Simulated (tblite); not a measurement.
Settings test, tblite on CdSe

Simulated with tblite 0.8.0. This is a test of settings. The cell was built from a prototype and was relaxed with r2SCAN in plane waves (Ansatz 0.2.0). Not every such cell is a known phase. All runs are without spin polarisation.

The symmetry is F-43m (No. 216, cubic); a = 6.136 Å in the conventional setting, 28.87 Å³ an atom. Cd is surrounded by 4 Se at 2.66 Å; Se is surrounded by 4 Cd at 2.66 Å.

The base run uses GFN1-xTB on a cluster of 64 atoms.

```python
import json
from ase import Atoms
from ase.build import make_supercell
from ase.units import Bohr, GPa, Hartree
from tblite.interface import Calculator

atoms = Atoms(['Cd', 'Se'],
              cell=[[0.0, 3.06778097, 3.06778097], [3.06778097, 0.0, 3.06778097], [3.06778097, 3.06778097, 0.0]],
              scaled_positions=[[0.0, 0.0, 0.0], [0.25, 0.25, 0.25]],
              pbc=True)
cluster = make_supercell(atoms, [[-2, 2, 2], [-2, -2, 2], [2, -2, 2]])
calc = Calculator('GFN1-xTB', cluster.numbers, cluster.positions / Bohr, lattice=cluster.cell[:] / Bohr, periodic=cluster.pbc)
calc.set('temperature', 0.02 / Hartree)
calc.set('max-iter', 150)
res = calc.singlepoint()
levels = res.get('orbital-energies') * Hartree
nv = round(res.get('orbital-occupations').sum() / 2)
cells = len(cluster) // len(atoms)
out = {'energy_per_cell': res.get('energy') * Hartree / cells, 'homo': levels[nv - 1], 'lumo': levels[nv],
       'stress': (-res.get('virial') * Hartree / cluster.get_volume() / GPa).tolist(), 'charges': res.get('charges')[:len(atoms)].tolist(), 'electrons': 2 * nv / cells}
json.dump(out, open('results.json', 'w'))
for key, value in out.items():
    print(key, value)
```

Command: `python run.py`. It took 2.8 s on 1 thread of Arm Neoverse V1, on a shared host, peak memory 0.12 GiB.

It converged with no gap at the points read and a pressure of 1.19 GPa (positive in compression). xTB was fitted to molecules, so gaps, charges and pressures of solids can be far off.

Each further run moved one setting: method (Hamiltonian); accuracy (scale of the thresholds); temperature (electronic temperature in eV); charge (charge of the whole cluster); cluster (size of the cluster in conventional cells). Changes are from the base run, which isn't itself converged in every setting; energies of another Hamiltonian, functional, basis or charge aren't compared, and those at a high electronic temperature are mostly its entropy term.

```tsv
setting	how it ended	gap change (eV)	energy change (meV/atom)	pressure change (GPa)	time (s)
method = IPEA1-xTB	converged	0.92	–	-6.06	2.1
accuracy = 0.01	converged	0.00	0.0	0.00	2.9
temperature = 0.3	converged	0.00	-33.4	0.03	2.8
charge = 2.0 (poor on purpose)	converged	–	–	–	2.7
cluster = 1x1x1 (poor on purpose)	converged	0.00	289.3	4.74	0.9
```

accuracy = 0.01 changes nothing that matters here.

The runs are scalar-relativistic, without spin-orbit coupling.
